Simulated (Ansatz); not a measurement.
# C2H4BClO: two geometries relaxed

Are the two ends of the shift of H7 from C1 to C2 separate minima, and which lies lower? Each is relaxed from a guess. SMILES of the start: C=C(O)BCl.

Method: RKS BLYP-D4/def2-SVP, in Ansatz 0.2.0.

## Step 1: The starting structure

Bond lengths: C1–C2 1.375 Å, C2–O3 1.406 Å, C2–B4 1.562 Å, B4–Cl5 1.914 Å, C1–H6 1.105 Å, C1–H7 1.047 Å, O3–H8 1.025 Å, B4–H9 1.135 Å. Angles: C1–C2–O3 120.5°, C1–C2–B4 119.0°, O3–C2–B4 120.3°, C2–C1–H6 117.4°, C2–C1–H7 121.9°, H6–C1–H7 120.2°, C2–O3–H8 116.9°, C2–B4–Cl5 117.2°, C2–B4–H9 123.2°, Cl5–B4–H9 119.3°.

Coordinates:

```xyz
9

C     1.0243    0.0659    0.8387
C    -0.1020   -0.1686    0.0857
O    -0.9794   -1.2148    0.4196
B    -0.3538    0.6951   -1.1909
Cl   -1.9126    0.2919   -2.2267
H     1.6442    0.9400    0.5685
H     1.2288   -0.4756    1.7107
H    -0.7381   -1.7784    1.2413
H     0.2772    1.5983   -1.4639
```

## Step 2: End point A

Contents of input.yaml:

```yaml
crystal:
  periodic: [false, false, false]
  atoms:
    - { symbol: C, position_ang: [1.0243, 0.0659, 0.8387] }
    - { symbol: C, position_ang: [-0.102, -0.1686, 0.0857] }
    - { symbol: O, position_ang: [-0.9794, -1.2148, 0.4196] }
    - { symbol: B, position_ang: [-0.3538, 0.6951, -1.1909] }
    - { symbol: Cl, position_ang: [-1.9126, 0.2919, -2.2267] }
    - { symbol: H, position_ang: [1.6442, 0.94, 0.5685] }
    - { symbol: H, position_ang: [1.2288, -0.4756, 1.7107] }
    - { symbol: H, position_ang: [-0.7381, -1.7784, 1.2413] }
    - { symbol: H, position_ang: [0.2772, 1.5983, -1.4639] }
basis:
  gaussian: { orbitals: def2-SVP }
hamiltonian:
  xc: blyp
  dispersion: d4
relax:
  f_tol: 0.02
  max_steps: 50
output:
  orbitals: {}
```

Started as:

```bash
ansatz run input.yaml --threads 2 --pin off --max-ram 3072MiB --backend cpu --events-out ev --progress --plain --runs-dir out
```

The program printed (excerpt; [...] marks lines left out):

```text
Warning: RAYON_NUM_THREADS=2 ignored (pool sized by the plan → 2); use --threads N
[...]
Functional definition: BLYP
[...]
1040 factors; their error is unknown
[...]
mean field -17375.49221329 eV, -638.5375613069 hartree, gradient 2.3e-5 eV, S^2 0.000000; 0 other end points of the search recorded, 0 dependent functions left out
[...]
reference -17375.49251958 eV, -638.5375725629 hartree; 23, 23 occupied and 71, 71 virtual orbitals, 1040 factors
relax step   1: F+E_penalty+E_count = -17375.88808919 eV  Δ(F+E_penalty+E_count) = +0.000e0 eV  max|allowed force component| = 3.240e0 eV/Å  Δτ_max = 0.0000 Å  (29 SCF iters, accepted)
[...]
relax step   4: F+E_penalty+E_count = -17376.38021336 eV  Δ(F+E_penalty+E_count) = -1.830e-2 eV  max|allowed force component| = 2.383e-1 eV/Å  Δτ_max = 0.0295 Å  (31 SCF iters, accepted)
[...]
relax step   5: F+E_penalty+E_count = -17376.38382639 eV  Δ(F+E_penalty+E_count) = -3.613e-3 eV  max|allowed force component| = 1.944e-2 eV/Å  Δτ_max = 0.0177 Å  (32 SCF iters, accepted)
1040 factors; their error is unknown
[...]
mean field -17375.98063803 eV, -638.5555105850 hartree, gradient 2.5e-5 eV, S^2 0.000000; 1 other end points of the search recorded, 0 dependent functions left out
[...]
reference -17375.98094008 eV, -638.5555216852 hartree; 23, 23 occupied and 71, 71 virtual orbitals, 1040 factors
Total energy: -17376.38412844 eV, -638.5703385840 hartree
Atom 0 at     0.981480     0.088963     0.842225 Å, force     0.002863     0.007383     0.004558 eV/Å
Atom 1 at    -0.121545    -0.206643     0.093856 Å, force    -0.000395    -0.003497    -0.019436 eV/Å
Atom 2 at    -0.989739    -1.228912     0.380404 Å, force    -0.005555    -0.007938     0.018051 eV/Å
Atom 3 at    -0.433133     0.653456    -1.166099 Å, force    -0.017609    -0.009181    -0.011099 eV/Å
Atom 4 at    -1.843789     0.328370    -2.172585 Å, force     0.001239     0.003525    -0.001763 eV/Å
Atom 5 at     1.635611     0.920466     0.550574 Å, force    -0.000578     0.001969     0.007221 eV/Å
Atom 6 at     1.255868    -0.478686     1.748765 Å, force     0.003174    -0.001695    -0.006199 eV/Å
Atom 7 at    -0.685699    -1.690886     1.188628 Å, force     0.002545     0.004795    -0.001611 eV/Å
Atom 8 at     0.289546     1.567674    -1.482768 Å, force     0.014316     0.004639     0.010278 eV/Å
Dipole moment:     0.248622    -0.143276     0.401186 e Å
```

Wall time 6.3 s (2 threads of INTEL XEON PLATINUM 8581C at 2.10GHz (Emerald Rapids), shared host); peak memory 0.17 GiB.

Relaxation path:

```tsv
step	energy from step 1 (eV)	largest force component (eV/Å)
1	0.0000	3.2403
2	-0.3763	1.0367
3	-0.4738	0.5706
4	-0.4921	0.2383
5	-0.4957	0.0194
```

Step 1 is the start.

After: Bond lengths: C1–C2 1.365 Å, C2–O3 1.371 Å, C2–B4 1.557 Å, B4–Cl5 1.763 Å, C1–H6 1.097 Å, C1–H7 1.104 Å, O3–H8 0.979 Å, B4–H9 1.208 Å. Angles: C1–C2–O3 123.9°, C1–C2–B4 119.1°, O3–C2–B4 117.0°, C2–C1–H6 120.0°, C2–C1–H7 122.6°, H6–C1–H7 117.4°, C2–O3–H8 109.1°, C2–B4–Cl5 121.3°, C2–B4–H9 120.7°, Cl5–B4–H9 117.9°.

## Step 3: End point B

The second end starts from a geometry with the move made by hand.

Changes to input.yaml since step 2:

```diff
@@ -9,3 +9,3 @@
     - { symbol: H, position_ang: [1.6442, 0.94, 0.5685] }
-    - { symbol: H, position_ang: [1.2288, -0.4756, 1.7107] }
+    - { symbol: H, position_ang: [-0.43921, 0.15507, 1.0704] }
     - { symbol: H, position_ang: [-0.7381, -1.7784, 1.2413] }
```

Started as:

```bash
ansatz run input.yaml --threads 2 --pin off --max-ram 3072MiB --backend cpu --events-out ev --progress --plain --runs-dir out
```

The program printed (excerpt; [...] marks lines left out):

```text
Warning: RAYON_NUM_THREADS=2 ignored (pool sized by the plan → 2); use --threads N
[...]
[... 1 set-up line as earlier in the session ...]
[...]
1040 factors; their error is unknown
[...]
mean field -17370.97082869 eV, -638.3714034875 hartree, gradient 3.5e-5 eV, S^2 0.000000; 0 other end points of the search recorded, 0 dependent functions left out
[...]
reference -17370.97113839 eV, -638.3714148687 hartree; 23, 23 occupied and 71, 71 virtual orbitals, 1040 factors
relax step   1: F+E_penalty+E_count = -17371.36349248 eV  Δ(F+E_penalty+E_count) = +0.000e0 eV  max|allowed force component| = 3.558e0 eV/Å  Δτ_max = 0.0000 Å  (31 SCF iters, accepted)
[...]
relax step   4: F+E_penalty+E_count = -17373.06861236 eV  Δ(F+E_penalty+E_count) = -2.408e-1 eV  max|allowed force component| = 1.904e0 eV/Å  Δτ_max = 0.1639 Å  (31 SCF iters, accepted)
[...]
relax step   7: F+E_penalty+E_count = -17375.31968851 eV  Δ(F+E_penalty+E_count) = -5.083e-1 eV  max|allowed force component| = 3.829e0 eV/Å  Δτ_max = 0.1994 Å  (39 SCF iters, accepted)
[...]
relax step  10: F+E_penalty+E_count = -17375.61434031 eV  Δ(F+E_penalty+E_count) = +3.201e-1 eV  max|allowed force component| = 3.296e0 eV/Å  Δτ_max = 0.1978 Å  (37 SCF iters, rejected (line search))
[...]
relax step  12: F+E_penalty+E_count = -17376.20394532 eV  Δ(F+E_penalty+E_count) = -7.274e-2 eV  max|allowed force component| = 2.091e-1 eV/Å  Δτ_max = 0.0974 Å  (31 SCF iters, accepted)
[...]
relax step  13: F+E_penalty+E_count = -17376.26963258 eV  Δ(F+E_penalty+E_count) = -6.569e-2 eV  max|allowed force component| = 2.664e-1 eV/Å  Δτ_max = 0.1500 Å  (31 SCF iters, accepted)
[...]
1040 factors; their error is unknown
mean field -17375.92272090 eV, -638.5533821697 hartree, gradient 2.4e-5 eV, S^2 0.000000; 0 other end points of the search recorded, 0 dependent functions left out
[...]
reference -17375.92302125 eV, -638.5533932074 hartree; 23, 23 occupied and 71, 71 virtual orbitals, 1040 factors
```

## Step 4: The output, continued: end point B relaxed

Output, continued (excerpt; [...] marks lines left out):

```text
relax step  14: F+E_penalty+E_count = -17376.32488898 eV  Δ(F+E_penalty+E_count) = -5.526e-2 eV  max|allowed force component| = 3.194e-1 eV/Å  Δτ_max = 0.1952 Å  (36 SCF iters, accepted)
[...]
relax step  16: F+E_penalty+E_count = -17376.35869008 eV  Δ(F+E_penalty+E_count) = -1.679e-2 eV  max|allowed force component| = 3.671e-1 eV/Å  Δτ_max = 0.1975 Å  (36 SCF iters, accepted)
[...]
relax step  18: F+E_penalty+E_count = -17376.37434575 eV  Δ(F+E_penalty+E_count) = -7.799e-3 eV  max|allowed force component| = 3.588e-1 eV/Å  Δτ_max = 0.0681 Å  (30 SCF iters, accepted)
[...]
relax step  20: F+E_penalty+E_count = -17376.38328827 eV  Δ(F+E_penalty+E_count) = -3.980e-3 eV  max|allowed force component| = 5.708e-2 eV/Å  Δτ_max = 0.0245 Å  (31 SCF iters, accepted)
[...]
Total energy: -17376.38421279 eV, -638.5703416837 hartree
Atom 0 at     0.621997     0.316365     0.906423 Å, force     0.005789     0.008978    -0.009068 eV/Å
Atom 1 at    -0.307162    -0.142705     0.017463 Å, force    -0.000941     0.002743    -0.012204 eV/Å
Atom 2 at    -1.126932    -1.216453     0.253626 Å, force    -0.001949    -0.002832     0.005546 eV/Å
Atom 3 at    -0.460258     0.583739    -1.351282 Å, force     0.000478    -0.001683     0.005671 eV/Å
Atom 4 at    -1.641599     0.055239    -2.547807 Å, force    -0.002344    -0.001057    -0.004367 eV/Å
Atom 5 at     1.245004     1.181908     0.647683 Å, force     0.005446    -0.000217     0.013372 eV/Å
Atom 6 at     0.783368    -0.148912     1.894541 Å, force     0.000148    -0.000906     0.001963 eV/Å
Atom 7 at    -0.929836    -1.578690     1.141829 Å, force    -0.003606    -0.003157    -0.000224 eV/Å
Atom 8 at     0.236007     1.533978    -1.619776 Å, force    -0.003023    -0.001870    -0.000689 eV/Å
Dipole moment:     0.185411    -0.086876     0.447991 e Å
```

Wall time 27 s (2 threads of INTEL XEON PLATINUM 8581C at 2.10GHz (Emerald Rapids), shared host); peak memory 0.17 GiB.

The steps of the relaxation:

```tsv
step	energy from step 1 (eV)	largest force component (eV/Å)
1	0.0000	3.5583
2	-0.8697	1.7159
3	-1.4643	1.6348
4	-1.7051	1.9045
5	-2.7414	2.0316
6	-3.4479	4.2070
7	-3.9562	3.8291
8	-4.4313	2.6374
9	-4.5709	1.8442
10x	-4.2508	3.2957
11	-4.7677	0.7108
12	-4.8405	0.2091
13	-4.9061	0.2664
14	-4.9614	0.3194
15	-4.9784	0.1697
16	-4.9952	0.3671
17	-5.0031	0.7012
18	-5.0109	0.3588
19	-5.0158	0.1854
20	-5.0198	0.0571
21	-5.0203	0.0331
22	-5.0204	0.0134
```

Step 1 is the start. 1 step was tried and not accepted (marked x).

After: Bond lengths: C1–C2 1.365 Å, C2–O3 1.371 Å, C2–B4 1.557 Å, B4–Cl5 1.763 Å, C1–H6 1.097 Å, C1–H7 1.104 Å, O3–H8 0.979 Å, B4–H9 1.208 Å. Angles: C1–C2–O3 123.9°, C1–C2–B4 118.8°, O3–C2–B4 117.3°, C2–C1–H6 119.9°, C2–C1–H7 122.7°, H6–C1–H7 117.4°, C2–O3–H8 109.0°, C2–B4–Cl5 121.5°, C2–B4–H9 120.4°, Cl5–B4–H9 118.1°.

Pairs that crossed the distance rule for bonds on the way: came closer C1–H7; moved apart C2–H7.

## Step 5: Summary of results

| quantity | value |
| --- | --- |
| end A | 4 moves, 0.496 eV lower |
| end B | 20 moves, 5.020 eV lower |
| largest difference between the ends | 0.01 Å |
| end B relative to end A | -0.000 eV |

In words: The two relaxations end at one structure, within 0.01 Å: no second minimum was found from this start, which doesn't rule one out.
